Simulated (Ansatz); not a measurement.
Task: a scan of ordered alloys across composition of Ti-Pd mixtures, with the Python package of Ansatz (0.2.0). Give the script and its output. Level of theory (first run): r2SCAN, PAW, cutoff 550 eV, Gaussian smearing of 0.1 eV.

`run_alloy.py`
```python
"""Mixing of Ti and Pd on the fcc lattice, after relaxing cells and atoms."""

from collections import Counter

import ansatz
import numpy as np

SETTINGS = {
    "functional": "r2SCAN",
    "cutoff_ev": 550,
    "k_spacing": 0.27,
    "filling": "gaussian",
    "width_ev": 0.1,
}


def fcc(a_site, a):
    return (
        ansatz.Lattice.fcc(a)
        .space_group(225)
        .atom(a_site, [0, 0, 0])
        .primitive()
    )

A_FIRST, A_LAST = 4.13, 3.89


def compute(name, crystal):
    calc = (
        crystal.calculation()
        .functional(SETTINGS["functional"])
        .basis(SETTINGS["cutoff_ev"])
        .kpoints(spacing=SETTINGS["k_spacing"])
        .occupations(SETTINGS["filling"], width=SETTINGS["width_ev"])
        .band_table()
    )
    calc = calc.relax(force_tolerance=0.03, max_steps=60, cell=True)
    return calc.run(threads=1)

def relaxed_twice(name, crystal):
    # the second pass draws mesh and plane waves anew for the relaxed cell
    first = compute(name, crystal)
    again = ansatz.Crystal(lattice=ansatz.Lattice.of(first.lattice.cell_ang))
    for site in first.report["lattice"]["sites"]:
        again = again.atom(site["symbol"], site["position_frac"])
    return compute(name, again)


def volume_per_atom(outcome):
    return abs(np.linalg.det(outcome.lattice.cell_ang)) / len(outcome.lattice.sites)


def counts(outcome):
    return Counter(site.symbol for site in outcome.lattice.sites)

# ordered cells: the first k mixed sites take the second element
phases = {}
for k in range(4 + 1):
    a = A_FIRST + (A_LAST - A_FIRST) * k / 4
    cell = fcc("Ti", a).conventional().resolved()
    sites = [site.position for site in cell.sites if site.symbol == "Ti"]
    for position in sites[:k]:
        cell = cell.substitution("Pd", at=position, replaces="Ti")
    phases[f"Ti{4 - k}Pd{k}"] = cell.resolved()

done = {}
for name, crystal in phases.items():
    done[name] = relaxed_twice(name, crystal)
    print(f"{name}: {done[name].report['energy_sigma0_ev']:.4f} eV, {len(done[name].lattice.sites)} atoms")

# x is the share of the second element on the mixed sites; both end members stand on this same lattice
x = {name: counts(o)["Pd"] / (counts(o)["Ti"] + counts(o)["Pd"]) for name, o in done.items()}
first, last = min(x, key=x.get), max(x, key=x.get)
energy = {name: o.report["energy_sigma0_ev"] / len(o.lattice.sites) for name, o in done.items()}
volume = {name: volume_per_atom(o) for name, o in done.items()}
rows = []
for name in sorted(done, key=x.get):
    line = lambda table: (1 - x[name]) * table[first] + x[name] * table[last]
    rows.append((name, x[name], 1000 * (energy[name] - line(energy)), volume[name], 100 * (volume[name] / line(volume) - 1)))
print("      cell       x(Pd)  E_mix (meV/atom)  V (A^3/atom)  excess V (%)")
for row in rows:
    print(f"{str(row[0]):>10}  {row[1]:10.3f}  {row[2]:+16.1f}  {row[3]:12.3f}  {row[4]:+12.2f}")
```

```console
$ python run_alloy.py
Ti4Pd0: -10017.2106 eV, 4 atoms
Ti3Pd1: -14499.7246 eV, 4 atoms
Ti2Pd2: -18982.3579 eV, 4 atoms
Ti1Pd3: -23464.2464 eV, 4 atoms
Ti0Pd4: -27942.9501 eV, 4 atoms
      cell       x(Pd)  E_mix (meV/atom)  V (A^3/atom)  excess V (%)
    Ti4Pd0       0.000              +0.0        17.379         +0.00
    Ti3Pd1       0.250            -269.8        16.224         -3.21
    Ti2Pd2       0.500            -569.4        15.293         -5.28
    Ti1Pd3       0.750            -682.8        14.755         -4.97
    Ti0Pd4       1.000              +0.0        14.910         +0.00
```

Mixing energies: -683 meV an atom at x(Ti) = 0.25 (volume -5.0 % off the straight line), -569 meV an atom at x(Ti) = 0.50 (volume -5.3 % off the straight line) and -270 meV an atom at x(Ti) = 0.75 (volume -3.2 % off the straight line). All are negative, so these cells are favoured over the separated end members on this lattice.

Absolute energies stand on the zero of these potentials, so only differences at equal settings mean something. No spin polarisation was allowed. These are small ordered cells, with both end members on the same lattice, which need not be their own; they aren't random solutions. Differences under about 40 meV an atom lie within the error of mesh and functional. The cells are prototypes set up for this calculation and needn't exist. The whole script took 3 min on 1 thread of Intel(R) Xeon(R) 6975P-C (Granite Rapids), with other jobs on the host, peak memory 0.69 GiB.

(Lines on the test bed's own set-up are left out of the output.)
